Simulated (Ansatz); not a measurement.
Geometry optimisation, DFT PBE-D3(BJ), scalar-relativistic, plane waves, PAW (Ansatz 0.2.0).

input.yaml

```yaml
crystal:
  lattice:
    - [6.6, 0.0, 0.0]
    - [0.0, 6.6, 0.0]
    - [0.0, 0.0, 6.6]
  atoms:
    - { symbol: Nb, position: [0.0, 0.0, 0.0] }
    - { symbol: Nb, position: [0.5, 0.0, 0.0] }
    - { symbol: Nb, position: [0.0, 0.5, 0.0] }
    - { symbol: Nb, position: [0.0, 0.0, 0.5] }
    - { symbol: Nb, position: [0.25, 0.25, 0.25] }
    - { symbol: Nb, position: [0.5, 0.5, 0.0] }
    - { symbol: Nb, position: [0.5, 0.0, 0.5] }
    - { symbol: Nb, position: [0.75, 0.25, 0.25] }
    - { symbol: Nb, position: [0.0, 0.5, 0.5] }
    - { symbol: Nb, position: [0.25, 0.75, 0.25] }
    - { symbol: Nb, position: [0.25, 0.25, 0.75] }
    - { symbol: Nb, position: [0.5, 0.5, 0.5] }
    - { symbol: Nb, position: [0.75, 0.75, 0.25] }
    - { symbol: Nb, position: [0.75, 0.25, 0.75] }
    - { symbol: Nb, position: [0.25, 0.75, 0.75] }
    - { symbol: Nb, position: [0.75, 0.75, 0.75] }
    - { symbol: H, position: [0.2563426, 0.6191369, -0.0021202] }
basis:
  ecutwfc: 420.0
kpoints:
  mp_grid: { grid: [3, 3, 3] }
hamiltonian:
  xc: pbe
  dispersion: d3bj
scf:
  occupations: { method: gaussian, width: 0.05 }
  lower_state_search: "off"
relax:
  f_tol: 0.03
  max_steps: 60
  adjacent_minimum: "off"
output:
  write_density: true
  write_potential: true
  elf: true
  volumetric_format: npy
```

Launched with:

```bash
$ ansatz run input.yaml --threads 4 --pin off --max-ram 10240MiB --backend cpu --events-out ev --progress --plain --runs-dir out
```

Task: Where does it end, and by what steps?

Result: It converged. The force dipped under the threshold on the way, but the program's further checks kept it going. Limits of this set-up: coarse k mesh, odd electron count without spin, a small cell, in which the defect meets its images, a typed lattice constant that wasn't relaxed here. After 4 steps the energy has fallen by 0.132 eV; Nb6 moved furthest, 0.06 Å.

| step | energy less start (eV) | largest force component (eV/Å) | accepted |
| --- | --- | --- | --- |
| 0 | 0.0000 | 1.299 | yes |
| 1 | 0.1409 | 1.166 | no |
| 2 | -0.1239 | 0.193 | yes |
| 3 | -0.1317 | 0.013 | yes |
| 4 | -0.1317 | 0.013 | yes |

```xyz
17
Lattice="6.6000 0.0000 0.0000 0.0000 6.6000 0.0000 0.0000 0.0000 6.6000" Properties=species:S:1:pos:R:3
Nb -0.003 -0.002 -0.001
Nb 3.308 -0.003 -0.001
Nb -0.038 3.261 -0.001
Nb 0.002 0.014 3.299
Nb 1.652 1.648 1.654
Nb 3.343 3.261 -0.001
Nb 3.302 0.014 3.299
Nb 4.952 1.632 1.649
Nb 0.003 3.308 3.299
Nb 1.652 4.984 1.689
Nb 1.652 1.648 4.944
Nb 3.302 3.308 3.299
Nb 4.952 4.937 1.649
Nb 4.952 1.632 4.949
Nb 1.652 4.984 4.909
Nb 4.952 4.937 4.949
H 1.653 4.122 -0.001
```

Whether the end is a true minimum wasn't checked by a vibrational analysis.

The run took 60 s on 4 threads of Intel(R) Xeon(R) Platinum 8488C (Sapphire Rapids), on a shared host, peak memory 1.3 GiB.
